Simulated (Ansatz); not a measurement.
Runs of Ansatz 0.2.0 on GdO. It takes space group F-43m (No. 216, cubic). Conventional cell: a = 5.400 Å, b = 5.400 Å, c = 5.400 Å, α = 90.00°, β = 90.00°, γ = 90.00°. Gd (site symmetry -43m) is surrounded by 4 O at 2.34 Å. O (site symmetry -43m) is surrounded by 4 Gd at 2.34 Å. The cell comes from a database or a generator and needn't be the stable form of this composition.

| task | level | cell | points for each segment of the path | gap on the mesh (eV) | pressure (GPa) | moment (μB) | relaxed volume (Å³/atom) |
| --- | --- | --- | --- | --- | --- | --- | --- |
| relaxation of cell and atoms | PBEsol0 | relaxed | - | none | 0.0 | 7.98 | 18.79 |
| relaxation of cell and atoms | HSE06 | relaxed | - | none | 0.0 | 7.98 | (b) |
| single point | B3LYP | as given | - | none | 0.1 | 6.02 | - |
| single point | PBEsol0 | as given | - | none | -4.9 | 7.98 | - |
| relaxation of cell and atoms | PBE0 | relaxed | - | none | 0.0 | 7.98 | (a) |
| single point | PBE0 | as given | - | none | -2.2 | 7.98 | - |
| relaxation of cell and atoms | B3LYP | relaxed | - | none | 0.0 | 6.02 | 19.70 |
| band structure | HSE06 | as given | 4 | none | -2.2 | 7.98 | - |

Alike in all rows: potentials or basis Ansatz PAW; spin collinear, ferromagnetic start; k mesh 5 × 5 × 5; cutoff (eV) 420; smearing fermi-dirac 0.05 eV; the mesh is coarse, so values aren't converged.

Question: Estimate the missing entries.

Answer: (a) 19.28; (b) 19.26.

Caveats: all runs use coarse meshes; the magnetic or orbital state may not be the lowest; spin-orbit coupling is left out, which moves the levels of the heavy elements; a cell with one magnetic atom can't hold antiferromagnetic order, which such compounds often take; the PAW data sets come from PBE, with cores solved anew for the run's functional, which leaves a small shift of forces and pressure; the plane-wave basis is chosen anew once the cell has moved, so the energies of steps on either side of that aren't comparable (some runs); the thresholds are loose for stress (some runs).

A k mesh can miss the band edges, and the runs leave out spin-orbit coupling on Gd.

A gap of «none» marks a metal or a gap under the smearing width.
